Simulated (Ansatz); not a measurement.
Working through a phonon calculation by finite displacements of LuH₂, space group Fm-3m

Computed with Ansatz 0.2.0 through its Python package.

The cells in order, each with its output:

```python
from pathlib import Path

import ansatz as az
import numpy as np
```

```python
lattice = az.Lattice.of(
    (0.0, 2.5165, 2.5165),
    (2.5165, 0.0, 2.5165),
    (2.5165, 2.5165, 0.0),
)
sites = [
    ("Lu", (0.0, 0.0, 0.0)),
    ("H", (0.25, 0.25, 0.25)),
    ("H", (0.75, 0.75, 0.75)),
]
structure = az.Crystal(lattice=lattice)
for symbol, position in sites:
    structure = structure.atom(symbol, position)

structure.resolved().sites[-1]
```

    Site(symbol='H', position=(0.75, 0.75, 0.75), moment=None, axis=None, held=None, saved=None)

```python
# the cell itself: zone-centre modes alone
calc = (
    structure.calculation()
    .functional(az.Functional.PBESOL)
    .basis(550)
    .occupations("fermi_dirac", width=0.15)
    .kpoints(10, 10, 10)
    .phonons("fd", supercell=1)
)
result = calc.run(threads=1, runs_dir="runs")
folder = Path(result.output_folder) / "results"
ph = result.phonons
```

```python
print("modes at Gamma (1/cm):", np.round(ph.gamma_omega_inv_cm, 1) + 0.0)
print(f"{ph.n_members} displaced supercells, sum-rule residual {ph.asr_residual_pre_ev_ang2:.1e} eV/A^2")
optical = np.sort(ph.gamma_omega_inv_cm)
print("imaginary modes at Gamma:", int((optical < -10).sum()), "- highest mode", round(float(optical[-1]), 1), "1/cm")
```

    modes at Gamma (1/cm): [   0.     0.     0.   933.6  933.6  933.6 1150.6 1150.6 1150.6]
    2 displaced supercells, sum-rule residual 1.8e-04 eV/A^2
    imaginary modes at Gamma: 0 - highest mode 1150.6 1/cm

The cell isn't relaxed first, so the values belong to this volume. The mesh is modest for a metal, so energies can be off by several to tens of meV an atom and pressures by half a GPa or more; differences at equal mesh fare better. The structure is a deposited one; some such entries were measured under pressure or heat, so a shift against it needn't be the functional's error alone. The structure is taken as given and the supercell is small; imaginary modes can come from an unrelaxed or unstable start. Phonons of metals also depend on mesh and smearing. It ran for 23 s on 1 thread of Arm Neoverse V2 (shared host), peak memory 0.54 GiB.
